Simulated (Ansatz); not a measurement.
# Rb2WBr6: the cost of one run

Program: Ansatz 0.2.0. Level of theory: DFT r²SCAN+U (U_eff = 1 eV on W d), plane waves, PAW, no spin–orbit coupling unless a run says so. These are calculated values, not measurements.

### 1 Starting point

Symmetry: Fm-3m, No. 225, cubic system. The conventional cell has a = 10.489 Å, b = 10.489 Å, c = 10.489 Å, α = 90.00°, β = 90.00°, γ = 90.00°. Rb (site symmetry -43m) has 12 Br at 3.71 Å in its first shell of neighbours. W (site symmetry m-3m) has 6 Br at 2.57 Å in its first shell of neighbours. Br (site symmetry 4mm) has 1 W at 2.57 Å and 4 Rb at 3.71 Å in its first shell of neighbours.

Coordinates:

```
Rb W Br
1.0
     0.00000    5.24450    5.24450
     5.24450    0.00000    5.24450
     5.24450    5.24450    0.00000
Rb W Br
2 1 6
Direct
  0.25000 0.25000 0.25000
  0.75000 0.75000 0.75000
  0.00000 0.00000 0.00000
  0.75500 0.24500 0.24500
  0.24500 0.75500 0.75500
  0.24500 0.75500 0.24500
  0.75500 0.24500 0.75500
  0.24500 0.24500 0.75500
  0.75500 0.75500 0.24500
```

Magnetic order typed: ferromagnetic.

### 2 From atoms, symmetry kept, no search

Contents of input.yaml:

```yaml
crystal:
  lattice:
    - [0.0, 5.24450036, 5.24450036]
    - [5.24450036, 0.0, 5.24450036]
    - [5.24450036, 5.24450036, 0.0]
  atoms:
    - { symbol: Rb, position: [0.25, 0.25, 0.25] }
    - { symbol: Rb, position: [0.75, 0.75, 0.75] }
    - { symbol: W, position: [0.0, 0.0, 0.0], spin: 2.0 }
    - { symbol: Br, position: [0.755, 0.245, 0.245] }
    - { symbol: Br, position: [0.245, 0.755, 0.755] }
    - { symbol: Br, position: [0.245, 0.755, 0.245] }
    - { symbol: Br, position: [0.755, 0.245, 0.755] }
    - { symbol: Br, position: [0.245, 0.245, 0.755] }
    - { symbol: Br, position: [0.755, 0.755, 0.245] }
basis:
  ecutwfc: 500
  ecutrho_ratio: 4
kpoints:
  mp_grid: { grid: [3, 3, 3] }
hamiltonian:
  xc: r2scan
  hubbard: { sites: [{ site: 2, l: d, u_eff: 1.0 }] }
scf:
  occupations: { method: gaussian, width: 0.05 }
  lower_state_search: "off"
  max_iter: 150
output:
  forces: true
  stress: true
  eigenvalues: true
  populations: true
  hubbard: { sites: [{ site: 2, l: d }] }
magnetization:
  spin_polarized: true
```

Started as:

```console
$ ansatz run input.yaml --threads 8 --pin off --max-ram 12288MiB --backend cpu --events-out ev --progress --plain --runs-dir out
```

What time and memory should one allow on 8 threads of Arm Neoverse V2, shared host?

About 9.4 s, with a peak of 1.7 GiB.
